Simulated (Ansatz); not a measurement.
**SiBr2F2: basis-set convergence**

Aim: see how fast density functionals converge with the basis set for SiBr2F2.

Computed with Ansatz 0.2.0, Gaussian basis. Level: one geometry, several basis sets.

Levels to be run: PBE0-D4/def2-SVP; ωB97M-V/def2-SVP; PBE0-D4/def2-QZVPP; ωB97M-V/def2-QZVPP; the functionals' def2-TZVPP values are taken from earlier runs.

## 1. Structure used throughout

The geometry comes from an earlier relaxation with PBE0-D4 in a triple-zeta def2 set; it is a stationary point.

SMILES `F[Si](F)(Br)Br`, 5 atoms, charge 0, spin multiplicity 1.

Atoms are counted from 1 here; the program's logs count them from 0.

Bond lengths: F1–Si2 1.573 Å, Si2–F3 1.573 Å, Si2–Br4 2.174 Å, Si2–Br5 2.174 Å. Angles: F1–Si2–F3 107.4°, F1–Si2–Br4 109.2°, F1–Si2–Br5 109.2°, F3–Si2–Br4 109.2°, F3–Si2–Br5 109.2°, Br4–Si2–Br5 112.5°.

## 2. PBE0-D4 in def2-SVP

in.yaml reads:

```yaml
crystal:
  periodic: [false, false, false]
  atoms:
    - {symbol: F, position_ang: [1.354180, -0.946026, -0.143233]}
    - {symbol: Si, position_ang: [0.048932, -0.092011, 0.060367]}
    - {symbol: F, position_ang: [-0.599571, -0.540742, 1.421451]}
    - {symbol: Br, position_ang: [-1.336542, -0.506429, -1.562346]}
    - {symbol: Br, position_ang: [0.582902, 2.011408, 0.182360]}
basis:
  gaussian: {orbitals: def2-SVP}
hamiltonian: {xc: pbe0, dispersion: d4}
output: {orbitals: {seedname: orbitals}}
```

Started as:

```console
ansatz run in.yaml --threads 4 --pin off --events-out ev --progress --plain --max-ram 10444MiB
```

The runs that follow: ωB97M-V in def2-SVP; PBE0-D4 in def2-QZVPP; ωB97M-V in def2-QZVPP.

Before running them: what should the planned runs give, taken together? Wanted: PBE0-D4: double and triple zeta above quadruple; ωB97M-V: double and triple zeta above quadruple.

The runs gave:

| quantity | value |
| --- | --- |
| PBE0-D4: double and triple zeta above quadruple | 30.52, 3.45 eV |
| ωB97M-V: double and triple zeta above quadruple | 30.37, 3.30 eV |

For PBE0-D4 the step from double to triple zeta gains 27.07 eV and the next only 3.45 eV. Total energies overstate the basis error of differences, where much of it tends to cancel. The LUMO of ωB97M-V is positive and keeps falling with the basis (1.65 to 1.08 eV): an unbound level that the basis holds in place.
